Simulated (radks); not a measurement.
# Sn in [Kr] 4d10 5s2 5p2: an all-electron calculation

One table from this session's results is given with a row withheld; the runs are named, their logs left out.

The numbers are computed with radks (a radial shooting solver on a logarithmic mesh, Libxc functionals) version 1 (Dirac Kohn-Sham, BLYP, spin-unpolarised, spherical densities, finite nucleus; open shells fill j = l - 1/2 first), except any that are marked as measured or tabulated.

## The system

* element: tin (Z = 50)
* charge: 0
* electrons: 50
* configuration: [Kr] 4d10 5s2 5p2
* nuclear rms radius: 4.6519 fm

Set-up of the first run:

Settings of this run:

```text
Z 50
configuration [Kr] 4d10 5s2 5p2 6s0 4f0 5d0 6p0
relativity Dirac
functional b88,lyp
spin unpolarised
j_filling energy
nucleus finite rms 4.6519 fm
c 137.035999084
```

Among the steps run: Self-consistent calculation.

One of the session's tables, all rows but one given; the rest of the session is left out.

Sizes of the orbitals, from the radial functions (bohr):

| level | <r> | outermost maximum (interpolated) | 90 % within | nodes |
| --- | --- | --- | --- | --- |
| 1s1/2 | 0.02905 | 0.0188 | 0.0522 | 0 |
| 2s1/2 | 0.1251 | 0.106 | 0.194 | 1 |
| 2p1/2 | 0.1058 | 0.0818 | 0.173 | 0 |
| 2p3/2 | 0.1112 | 0.0863 | 0.181 | 0 |
| 3s1/2 | 0.3392 | 0.308 | 0.499 | 2 |
| 3p1/2 | 0.3299 | 0.294 | 0.497 | 1 |
| 3p3/2 | 0.3412 | 0.304 | 0.513 | 1 |
| 3d3/2 | ? | ? | ? | ? |
| 3d5/2 | 0.3161 | 0.252 | 0.498 | 0 |
| 4s1/2 | 0.8183 | 0.746 | 1.19 | 3 |
| 4p1/2 | 0.8654 | 0.771 | 1.27 | 2 |
| 4p3/2 | 0.8954 | 0.796 | 1.32 | 2 |
| 4d3/2 | 1.092 | 0.881 | 1.70 | 1 |
| 4d5/2 | 1.107 | 0.891 | 1.73 | 1 |
| 5s1/2 | 2.401 | 2.01 | 3.58 | 4 |
| 5p1/2 | 3.184 | 2.48 | 4.94 | 3 |
| 5p3/2 | 3.353 | 2.60 | 5.22 | 3 |

Estimate the missing values for 3d3/2.

As computed: <r>: 0.3126; outermost maximum (interpolated): 0.249; 90 % within: 0.493; nodes: 0. In the column «<r>» it lies between 2s1/2 (0.1251) and 3d5/2 (0.3161).

Caveats from the session: Spin polarisation and multiplet splitting are left out.
